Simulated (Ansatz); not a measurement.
# BaAg2As2: energies, forces and stress near the listed structure

Aim: see how energy, forces, stress and gap of BaAg2As2 answer to swapped elements, distortions that keep the symmetry. Nothing is relaxed unless a step says so.

Program: Ansatz 0.2.0. Level of theory: DFT PBE, scalar-relativistic, plane waves, PAW. These are calculated values, not measurements.

1 further run of the same task is left out (it didn't finish).

### 1 The system as given

The structure is tetragonal, space group I4/mmm (No. 139). Conventional cell: a = 4.603 Å, b = 4.603 Å, c = 10.867 Å, α = 90.00°, β = 90.00°, γ = 90.00°. Ba (site symmetry 4/mmm) has 8 As at 3.49 Å and 8 Ag at 3.56 Å as nearest neighbours. Around Ag (site symmetry -4m2) lie 4 As at 2.72 Å. As (site symmetry 4mm) has 1 As at 2.52 Å and 4 Ag at 2.72 Å and 4 Ba at 3.49 Å as nearest neighbours.

As a file:

```cif
data_structure
_symmetry_space_group_name_H-M 'I4/mmm'
_symmetry_Int_Tables_number 139
_cell_length_a 4.6025
_cell_length_b 4.6025
_cell_length_c 10.8672
_cell_angle_alpha 90.000
_cell_angle_beta 90.000
_cell_angle_gamma 90.000
_cell_volume 230.20
loop_
_atom_site_label
_atom_site_type_symbol
_atom_site_symmetry_multiplicity
_atom_site_Wyckoff_symbol
_atom_site_fract_x
_atom_site_fract_y
_atom_site_fract_z
_atom_site_occupancy
Ba1 Ba 2 a 0.00000 0.00000 0.00000 1
Ag1 Ag 4 d 0.00000 0.50000 0.25000 1
As1 As 4 e 0.00000 0.00000 0.38420 1
```

The structure comes from the Crystallography Open Database.

### 2 Substitution of an element, cell strained: As → N, first probe

What differs from the listed cell: N takes all sites of As, and lengths are scaled by 0.922 as a first guess of the size; strain xx, yy, zz, yz, xz, xy = -2.8, -2.8, -2.8, +0.0, +0.0, +0.0 %.

Input file input.yaml:

```yaml
crystal:
  lattice:
    - [-2.0643856639, 2.0643856639, 4.8743274062]
    - [2.0643856639, -2.0643856639, 4.8743274062]
    - [2.0643856639, 2.0643856639, -4.8743274062]
  atoms:
    - { symbol: Ba, position: [0.0, 0.0, 0.0] }
    - { symbol: Ag, position: [0.75, 0.25, 0.5] }
    - { symbol: Ag, position: [0.25, 0.75, 0.5] }
    - { symbol: "N", position: [0.3842, 0.3842, 0.0] }
    - { symbol: "N", position: [0.6158, 0.6158, 0.0] }
basis:
  ecutwfc: 420
kpoints:
  mp_grid: { grid: [6, 6, 6] }
hamiltonian:
  xc: pbe
scf:
  occupations: { method: gaussian, width: 0.1 }
output:
  forces: true
  stress: true
  eigenvalues: true
```

### 3 One element swapped, cell strained: As → N

Edit input.yaml of step 2 so:

```diff
@@ -14,3 +14,3 @@
 kpoints:
-  mp_grid: { grid: [6, 6, 6] }
+  mp_grid: { grid: [12, 12, 12] }
 hamiltonian:
@@ -23 +23,2 @@
   eigenvalues: true
+  populations: true
```

### 4 A distortion that keeps the symmetry

Input file input.yaml:

```yaml
crystal:
  lattice:
    - [-2.2568128625, 2.2568128625, 5.410181184]
    - [2.2568128625, -2.2568128625, 5.410181184]
    - [2.2568128625, 2.2568128625, -5.410181184]
  atoms:
    - { symbol: Ba, position: [0.0, 0.0, 0.0] }
    - { symbol: Ag, position: [0.75, 0.25, 0.5] }
    - { symbol: Ag, position: [0.25, 0.75, 0.5] }
    - { symbol: As, position: [0.379835107, 0.379835107, 0.0] }
    - { symbol: As, position: [0.620164893, 0.620164893, 0.0] }
basis:
  ecutwfc: 420
kpoints:
  mp_grid: { grid: [12, 12, 12] }
hamiltonian:
  xc: pbe
scf:
  occupations: { method: gaussian, width: 0.1 }
output:
  forces: true
  stress: true
  eigenvalues: true
```

### 5 One element swapped, cell strained: Ba → Ca, first probe

Input file input.yaml:

```yaml
crystal:
  lattice:
    - [-2.1607523629, 2.1607523629, 5.1018637867]
    - [2.1607523629, -2.1607523629, 5.1018637867]
    - [2.1607523629, 2.1607523629, -5.1018637867]
  atoms:
    - { symbol: Ca, position: [0.0, 0.0, 0.0] }
    - { symbol: Ag, position: [0.75, 0.25, 0.5] }
    - { symbol: Ag, position: [0.25, 0.75, 0.5] }
    - { symbol: As, position: [0.3842, 0.3842, 0.0] }
    - { symbol: As, position: [0.6158, 0.6158, 0.0] }
basis:
  ecutwfc: 420
kpoints:
  mp_grid: { grid: [6, 6, 6] }
hamiltonian:
  xc: pbe
scf:
  occupations: { method: gaussian, width: 0.1 }
output:
  forces: true
  stress: true
  eigenvalues: true
```

### 6 One element swapped, cell strained: Ba → Ca

Edit input.yaml of step 5 so:

```diff
@@ -14,3 +14,3 @@
 kpoints:
-  mp_grid: { grid: [6, 6, 6] }
+  mp_grid: { grid: [12, 12, 12] }
 hamiltonian:
```

Before running it: what results should come out? Wanted: for each run, case; energy; pressure; largest force.

The runs gave:

```
step                                         case  energy (meV/atom)  pressure (GPa)  largest force (eV/Å)  gap on the mesh (eV)
                         listed cell, run earlier                  0             2.6                  0.23                  0.00
   3   one element swapped, cell strained: As → N                n/a             1.1                  0.52                  0.00
   4         a distortion that keeps the symmetry              +25.9             6.1                  0.44                  0.00
   6  one element swapped, cell strained: Ba → Ca                n/a            13.1                  0.13                  0.00
```

Energies are counted from the listed cell, with the smearing taken to zero. Other atoms or functionals have another zero of energy (n/a). A gap of 0.00 means none on the mesh at this level.

**Reading.** The listed cell carries 2.6 GPa and forces up to 0.23 eV/Å at this level, so it is not this functional's equilibrium. The comparable points lie above the listed cell.
